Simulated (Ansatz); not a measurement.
**ClFH4N2Si: rigid torsion scan**

Aim: a rigid torsion scan, for ClFH4N2Si, run from a script.

All numbers are computed with the Python package of Ansatz 0.2.0. Level of theory: CAM-B3LYP/cc-pVDZ.

### Step 1. The structure

Bond lengths: N1–Si2 1.612 Å, Si2–N3 1.664 Å, Si2–F4 1.606 Å, Si2–Cl5 2.019 Å, N1–H6 1.068 Å, N1–H7 1.043 Å, N3–H8 0.954 Å, N3–H9 1.056 Å. Angles: N1–Si2–N3 97.1°, N1–Si2–F4 111.4°, N1–Si2–Cl5 113.2°, N3–Si2–F4 109.7°, N3–Si2–Cl5 114.3°, F4–Si2–Cl5 110.5°, Si2–N1–H6 108.3°, Si2–N1–H7 108.8°, H6–N1–H7 100.7°, Si2–N3–H8 106.6°, Si2–N3–H9 108.1°, H8–N3–H9 105.1°.

No structure file is read: the coordinates are typed or built in the script.

### Step 2. The code

Input file run_torsion.py:

```python
"""Energy of ClFH4N2Si as one group turns about a bond."""

import ansatz as az
from ase import Atoms


def main() -> None:
    atoms = Atoms(["N", "Si", "N", "F", "Cl", "H", "H", "H", "H"], positions=[
        [-1.0877, 0.2975, -0.6923],
        [0.4421, 0.0127, -0.2715],
        [0.1374, -0.495, 1.2834],
        [1.0672, -1.1975, -1.1221],
        [1.6181, 1.6487, -0.3973],
        [-1.4688, 1.0726, -0.0649],
        [-1.0975, 0.7753, -1.6189],
        [-0.5243, -1.1794, 1.2213],
        [1.0018, -0.9812, 1.6452],
    ])

    # start the scan from a relaxed geometry
    first = (
        az.Crystal.molecule_from_ase(atoms).calculation()
        .basis(gaussian="cc-pVDZ")
        .functional("cam_b3lyp")
        .scf(lower_state_search="light")
        .relax(force_tolerance=0.02, max_steps=80)
    )
    atoms.positions = first.run(threads=1).report["positions_ang"]

    start = atoms.get_dihedral(0, 1, 2, 7)
    energies = {}
    for turn in range(0, 360, 30):
        turned = atoms.copy()
        turned.set_dihedral(0, 1, 2, 7, start + turn, indices=[2, 7, 8])
        base = (
            az.Crystal.molecule_from_ase(turned).calculation()
            .basis(gaussian="cc-pVDZ")
            .functional("cam_b3lyp")
            .scf(lower_state_search="light")
        )
        energies[round((start + turn) % 360)] = base.run(threads=1).report["free_energy_ev"]
    floor = min(energies.values())
    print("dihedral N0-Si1-N2-H7 (deg)   E - E(min) (kcal/mol)")
    for angle, e in sorted(energies.items()):
        print(f"{angle:8d} {23.060548 * (e - floor):14.3f}  " + "#" * int(30 * (e - floor) / max(max(energies.values()) - floor, 1e-9)))


if __name__ == "__main__":
    main()
```

### Step 3. Running it

Launch:

```sh
$ python run_torsion.py
```

The program printed:

```text
dihedral N0-Si1-N2-H7 (deg)   E - E(min) (kcal/mol)
      25          1.748  #######
      55          0.000
      85          1.671  ######
     115          5.026  ####################
     145          6.798  ###########################
     175          5.478  #####################
     205          2.771  ###########
     235          1.535  ######
     265          3.127  ############
     295          6.108  ########################
     325          7.483  ##############################
     355          5.434  #####################
```

Wall time 1.7 min (1 thread of Arm Neoverse V1, shared host); peak memory 0.33 GiB.

Lines on the test bed's own set-up are left out of the output.

### Step 4. The relaxation of run 0, step by step

The steps of the relaxation:

```csv
step,E - E(step 1) (eV),largest force component (eV/Å)
1,0.0000,4.6841
2,-0.8195,1.5378
3,-0.9776,0.4083
4,-1.0104,0.3889
5,-1.0479,0.1092
6,-1.0502,0.1763
7,-1.0558,0.0599
8,-1.0563,0.0538
9,-1.0569,0.0196
```

Step 1 is the start.

Before: Bond lengths: N1–Si2 1.612 Å, Si2–N3 1.664 Å, Si2–F4 1.606 Å, Si2–Cl5 2.019 Å, N1–H6 1.068 Å, N1–H7 1.043 Å, N3–H8 0.954 Å, N3–H9 1.056 Å. Angles: N1–Si2–N3 97.1°, N1–Si2–F4 111.4°, N1–Si2–Cl5 113.2°, N3–Si2–F4 109.7°, N3–Si2–Cl5 114.3°, F4–Si2–Cl5 110.5°, Si2–N1–H6 108.3°, Si2–N1–H7 108.8°, H6–N1–H7 100.7°, Si2–N3–H8 106.6°, Si2–N3–H9 108.1°, H8–N3–H9 105.1°.

After: Bond lengths: N1–Si2 1.707 Å, Si2–N3 1.703 Å, Si2–F4 1.637 Å, Si2–Cl5 2.082 Å, N1–H6 1.015 Å, N1–H7 1.016 Å, N3–H8 1.016 Å, N3–H9 1.015 Å. Angles: N1–Si2–N3 110.0°, N1–Si2–F4 104.6°, N1–Si2–Cl5 116.9°, N3–Si2–F4 116.1°, N3–Si2–Cl5 105.7°, F4–Si2–Cl5 103.8°, Si2–N1–H6 118.4°, Si2–N1–H7 118.1°, H6–N1–H7 110.9°, Si2–N3–H8 118.7°, Si2–N3–H9 119.5°, H8–N3–H9 111.8°.

Run 0 is this relaxation; the runs after it count from 1.

### Step 5. The runs side by side

The 12 runs, in the order started:

```tsv
run	turn (°)	energy from run 1 (eV)	SCF cycles	CPU time (s)
1	0	0.0000	17	4
2	30	0.0724	18	4
3	60	0.2179	18	4
4	90	0.2948	17	3.9
5	120	0.2376	17	3.9
6	150	0.1202	17	3.9
7	180	0.0666	17	3.9
8	210	0.1356	18	4.1
9	240	0.2649	17	4
10	270	0.3245	18	4
11	300	0.2356	18	4.2
12	330	0.0758	17	4
```

### Step 6. Outcome

| quantity | value |
| --- | --- |
| runs compared | 12 |
| range of energy | 0.324 eV |
| lowest point, turn (°) | 0 |

In words: The lowest point lies at a turn of 0°, the highest 0.324 eV (31.3 kJ/mol) above it at 270°. The grid can miss the true lowest and highest points, and the rest of the molecule is held rigid. Run 0: After 8 moves the largest shift is 0.412 Å, of atom 5 (Cl). The scan is rigid and the energies are electronic, in a modest basis. With rigid groups the curve can differ much from the relaxed path, the start wasn't checked as a minimum of this torsion, and equivalent turns needn't return to the same energy.
